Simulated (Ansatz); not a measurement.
Born–Oppenheimer molecular dynamics of a periodic cell of 32 atoms, CeAl₆Pd (start crystal CeAl6Pd, start structure P4/mmm, volume 1 times the crystal's). It goes on from the last frame of an earlier run, with new velocities.

These are results of DFT PBEsol, scalar-relativistic, plane waves, PAW (Ansatz 0.2.0), not measurements. Settings: cutoff 420 eV, k mesh 1x1x2, fermi-dirac smearing 0.36 eV, no spin polarisation.

| Item | Value |
| --- | --- |
| ensemble | NVT, Langevin thermostat |
| time step | 1.5 fs |
| steps asked | 129 |
| set temperature | 3360 K |
| friction | 0.02 /fs |
| temperature schedule | 97 steps to 300 K, then 32 steps to 300 K |
| seed | 119559 |

First frame:

```xyz
32
Lattice="8.5737 0.0000 0.0000 0.0000 8.5737 0.0000 0.0000 0.0000 8.3319" Properties=species:S:1:pos:R:3
Ce 0.409 0.434 3.578
Al 2.373 2.593 2.488
Al 1.917 2.461 5.481
Al 0.001 2.407 1.230
Al -0.065 1.869 7.343
Al 2.325 -0.006 1.419
Al 1.899 -0.012 7.190
Pd -0.233 -0.045 0.089
Ce 0.344 4.472 3.951
Al 2.426 6.290 2.865
Al 1.798 7.071 5.113
Al 0.798 6.750 1.100
Al -0.246 6.069 6.688
Al 2.153 4.709 1.623
Al 2.214 4.836 6.322
Pd 0.385 4.301 -0.128
Ce 4.264 0.273 3.778
Al 6.440 3.075 3.150
Al 6.921 1.627 4.998
Al 4.318 2.248 0.615
Al 3.992 2.356 6.647
Al 6.734 1.013 2.238
Al 6.453 -0.463 6.680
Pd 4.571 -0.173 -0.036
Ce 4.131 4.622 4.082
Al 7.087 7.260 1.982
Al 6.387 6.669 4.273
Al 4.728 6.380 1.879
Al 4.283 6.669 6.045
Al 6.553 4.482 0.305
Al 5.770 4.745 6.253
Pd 4.058 4.898 -0.123
```

(1) What does the run give?

(2) What happens to the structure?

(3) How do temperature and energy run in time?

Answers

(1) The run went to its last step.

```
steps done                                               : 129
time covered                                             : 193.5 fs
mean temperature over the second half                    : 1399 K
spread of the potential energy over the second half      : 28.5 meV per atom
mean potential energy of the second half above the start : -226.0 meV per atom
```

The schedule's set-point averaged 556 K over the second half and the system 1399 K, so it lags behind the ramp. A run of 0.19 ps of so small a system gives no equilibrium averages. Limits of this set-up: coarse k mesh, magnetic elements without spin.

(2) Mean squared displacements from the first frame to the last, about the centre of mass: Ce 0.19 Å², Al 0.62 Å², Pd 0.37 Å². This is one draw of velocities; another would differ in detail.

(3) 
| time (fs) | T (K) | potential energy less start (eV) |
| --- | --- | --- |
| 0.0 | 3255 | 0.000 |
| 9.0 | 3410 | 0.544 |
| 18.0 | 2968 | 1.417 |
| 27.0 | 3105 | 0.285 |
| 36.0 | 3152 | -0.053 |
| 45.0 | 3457 | -0.005 |
| 54.0 | 3307 | -0.332 |
| 63.0 | 3510 | -2.300 |
| 72.0 | 3462 | -3.161 |
| 81.0 | 2612 | -2.530 |
| 90.0 | 2788 | -4.625 |
| 99.0 | 2934 | -6.718 |
| 108.0 | 2554 | -7.095 |
| 117.0 | 1990 | -6.421 |
| 126.0 | 1663 | -6.390 |
| 135.0 | 1433 | -6.143 |
| 144.0 | 1266 | -6.335 |
| 153.0 | 1033 | -6.966 |
| 162.0 | 946 | -7.719 |
| 171.0 | 832 | -8.204 |
| 180.0 | 739 | -8.405 |
| 189.0 | 724 | -8.808 |

Run time: 20 min on 1 thread of Intel(R) Xeon(R) Platinum 8488C (Sapphire Rapids), on a shared host, peak memory 1.3 GiB.
